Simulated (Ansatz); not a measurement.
Wanted: the native input for an Ansatz 0.2.0 run.

```yaml
Task: band structure
Functional: r2SCAN
Potentials_or_basis: Ansatz PAW
Cutoff: "500 eV (not typed: the program's choice for these potentials)"
k_mesh: 9 × 9 × 9
Occupations: fermi-dirac, width 0.05 eV
Spin: no spin polarisation
Path: "[[\"G\", \"L\", \"B1\"], [\"B\", \"Z\", \"G\", \"X\"], [\"Q\", \"F\", \"P1\", \"Z\"], [\"L\", \"P\"]]"
Points_for_each_segment_of_the_path: 14
```

Crystal: GeCN2.

```
CELL_PARAMETERS angstrom
1.79379 1.03565 4.92196
-1.79379 1.03565 4.92196
0.00000 -2.07129 4.92196
ATOMIC_POSITIONS crystal
Ge 0.00000 0.00000 0.00000
N 0.58390 0.58390 0.58390
N 0.41610 0.41610 0.41610
C 0.50000 0.50000 0.50000
```

The cell comes from a database or a generator and needn't be the stable form of this composition.

The input as run:

input.yaml

```yaml
crystal:
  lattice:
    - [1.7937903697, 1.0356453528, 4.9219572124]
    - [-1.7937903697, 1.0356453528, 4.9219572124]
    - [0.0, -2.0712907056, 4.9219572124]
  atoms:
    - { symbol: Ge, position: [0.0, 0.0, 0.0] }
    - { symbol: "N", position: [0.5839044, 0.5839044, 0.5839044] }
    - { symbol: "N", position: [0.4160956, 0.4160956, 0.4160956] }
    - { symbol: C, position: [0.5, 0.5, 0.5] }
hamiltonian:
  xc: r2scan
  pseudopotentials: { kind: paw }
kpoints:
  mp_grid: { grid: [9, 9, 9] }
  band_path:
    path:
      - [[0.0, 0.0, 0.0], [0.5, 0.0, 0.0], [0.5, 0.1961825099, -0.1961825099]]
      - [[0.8038174901, 0.5, 0.1961825099], [0.5, 0.5, 0.5], [0.0, 0.0, 0.0], [0.3480912549, 0.0, -0.3480912549]]
      - [[0.6519087451, 0.3480912549, 0.0], [0.5, 0.5, 0.0], [0.6519087451, 0.6519087451, 0.1961825099], [0.5, 0.5, 0.5]]
      - [[0.5, 0.0, 0.0], [0.8038174901, 0.3480912549, 0.3480912549]]
    npoints: 14
scf:
  occupations: { method: fermi_dirac, width: 0.05 }
  n_extra_bands: 10
output:
  forces: true
  stress: true
  eigenvalues: true
  fatbands: false
  write_density: true
  write_potential: true
  elf: true
  volumetric_format: npy
```

Potentials or basis: Ansatz PAW.

Run with:

```sh
$ ansatz run input.yaml --threads 2 --pin off --max-ram 5632MiB --backend cpu --events-out ev --progress --plain --runs-dir out
```

It gave:

```yaml
Pressure: -3.2 GPa
Largest_force: 0.501 eV/Å
Band_gap_on_the_k_mesh: 1.20 eV, indirect (least direct gap 2.13 eV)
Band_gap_along_the_path: 1.13 eV, indirect (least direct gap 2.11 eV)
```

Caveat: the k mesh misses the band edges, so the gap on the mesh is wider than the one along the path; the PAW data sets come from PBE, with cores solved anew for the run's functional, which leaves a small shift of forces and pressure.

Run time: 13 s on 2 threads of Arm Neoverse V1, with other jobs on the host, peak memory 0.54 GiB.
